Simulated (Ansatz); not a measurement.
# CH₆BClGe: basis-set convergence

How large a basis does CH₆BClGe need? Two functionals are run in growing sets.

Method: one geometry, several basis sets; program: Ansatz 0.2.0, Gaussian basis.

Levels to be run: PBE0-D4/def2-SVP; ωB97M-V/def2-SVP; PBE0-D4/def2-QZVPP; ωB97M-V/def2-QZVPP; the functionals' def2-TZVPP values are taken from earlier runs.

## (1) The geometry

All runs share one geometry, relaxed beforehand with PBE0-D4 in a triple-zeta def2 set.

10 atoms, charge 0, spin multiplicity 1.

Atoms are counted from 1 here; the program's logs count them from 0.

Bond lengths: C1–B2 1.552 Å, C1–H5 1.096 Å, C1–H6 1.091 Å, C1–H7 1.099 Å, B2–Cl3 1.755 Å, B2–Ge4 2.074 Å, Ge4–H8 1.540 Å, Ge4–H9 1.541 Å, Ge4–H10 1.539 Å. Angles: B2–C1–H5 110.7°, B2–C1–H6 114.7°, B2–C1–H7 108.1°, H5–C1–H6 109.6°, H5–C1–H7 104.7°, H6–C1–H7 108.5°, C1–B2–Cl3 119.9°, C1–B2–Ge4 123.6°, Cl3–B2–Ge4 116.6°, B2–Ge4–H8 109.9°, B2–Ge4–H9 112.3°, B2–Ge4–H10 111.1°, H8–Ge4–H9 107.7°, H8–Ge4–H10 107.4°, H9–Ge4–H10 108.2°.

## (2) PBE0-D4 in def2-SVP

The input, in.yaml:

```yaml
crystal:
  periodic: [false, false, false]
  atoms:
    - {symbol: C, position_ang: [-0.191482, 1.069267, -1.179623]}
    - {symbol: B, position_ang: [0.523429, -0.102147, -0.455824]}
    - {symbol: Cl, position_ang: [1.979452, -0.797991, -1.145970]}
    - {symbol: Ge, position_ang: [-0.135616, -0.916867, 1.333891]}
    - {symbol: H, position_ang: [-1.267572, 0.878463, -1.256971]}
    - {symbol: H, position_ang: [0.209572, 1.308496, -2.165556]}
    - {symbol: H, position_ang: [-0.110847, 1.962104, -0.544279]}
    - {symbol: H, position_ang: [-0.602625, -2.367095, 1.108073]}
    - {symbol: H, position_ang: [-1.317548, -0.131389, 1.933778]}
    - {symbol: H, position_ang: [0.996436, -0.953940, 2.375381]}
basis:
  gaussian: {orbitals: def2-SVP}
hamiltonian: {xc: pbe0, dispersion: d4}
output: {orbitals: {seedname: orbitals}}
```

Run with:

```sh
$ ansatz run in.yaml --threads 4 --pin off --events-out ev --progress --plain --max-ram 10444MiB
```

After this run come: ωB97M-V in def2-SVP; PBE0-D4 in def2-QZVPP; ωB97M-V in def2-QZVPP.

Before running them: what should the planned runs give, taken together? Wanted: PBE0-D4: double and triple zeta above quadruple; ωB97M-V: double and triple zeta above quadruple.

The runs gave:

```
                                       quantity           value
PBE0-D4: double and triple zeta above quadruple  14.99, 1.69 eV
ωB97M-V: double and triple zeta above quadruple  15.02, 1.64 eV
```

**Reading.** PBE0-D4 gains 13.31 eV from double to triple zeta, then 1.69 eV more. These are total energies; as a rule much of such shifts cancels in differences, which this series doesn't test.
